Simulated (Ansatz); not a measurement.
# ZnB4: the cost of one run

Computed with Ansatz 0.2.0 (DFT PBE, scalar-relativistic, plane waves, PAW, unless a step's input says otherwise).

## 1. The system as given

Symmetry: I-43m, No. 217, cubic system. The conventional cell has a = 4.703 Å, b = 4.703 Å, c = 4.703 Å, α = 90.00°, β = 90.00°, γ = 90.00°. Zn (site symmetry -43m) has 4 B at 1.50 Å as nearest neighbours. B (site symmetry 3m) has 1 Zn at 1.50 Å as nearest neighbours.

As a file:

```cif
data_structure
_symmetry_space_group_name_H-M 'I-43m'
_symmetry_Int_Tables_number 217
_cell_length_a 4.7029
_cell_length_b 4.7029
_cell_length_c 4.7029
_cell_angle_alpha 90.000
_cell_angle_beta 90.000
_cell_angle_gamma 90.000
_cell_volume 104.02
loop_
_atom_site_label
_atom_site_type_symbol
_atom_site_symmetry_multiplicity
_atom_site_Wyckoff_symbol
_atom_site_fract_x
_atom_site_fract_y
_atom_site_fract_z
_atom_site_occupancy
Zn1 Zn 2 a 0.00000 0.00000 0.00000 1
B1 B 8 c 0.31529 0.68471 0.31529 1
```

A structure generator made this guess: species swapped into a database cell of GeF4 (I-43m, No. 217), with Zn on the Ge sites and B on the F sites. Lengths come from tabulated atomic sizes and are only a guess.

## 2. The guess as it stands, on a coarse mesh

Contents of input.yaml:

```yaml
crystal:
  lattice:
    - [-2.35146013, 2.35146013, 2.35146013]
    - [2.35146013, -2.35146013, 2.35146013]
    - [2.35146013, 2.35146013, -2.35146013]
  atoms:
    - { symbol: Zn, position: [0.0, 0.0, 0.0] }
    - { symbol: B, position: [0.0, 0.63058078, 0.0] }
    - { symbol: B, position: [0.36941922, 0.36941922, 0.36941922] }
    - { symbol: B, position: [0.0, 0.0, 0.63058078] }
    - { symbol: B, position: [0.63058078, 0.0, 0.0] }
basis:
  ecutwfc: 420
kpoints:
  mp_grid: { grid: [6, 6, 6] }
hamiltonian:
  xc: pbe
scf:
  occupations: { method: gaussian, width: 0.1 }
  lower_state_search: "off"
output:
  forces: true
  stress: true
  eigenvalues: true
```

Command:

```sh
$ ansatz run input.yaml --threads 1 --pin off --max-ram 2560MiB --backend cpu --events-out ev --progress --plain --runs-dir out
```

**Question.** How long does this run take on 1 thread of Arm Neoverse V2, shared host, and how much memory does it need?

About 1.4 s, with a peak of 0.3 GiB.
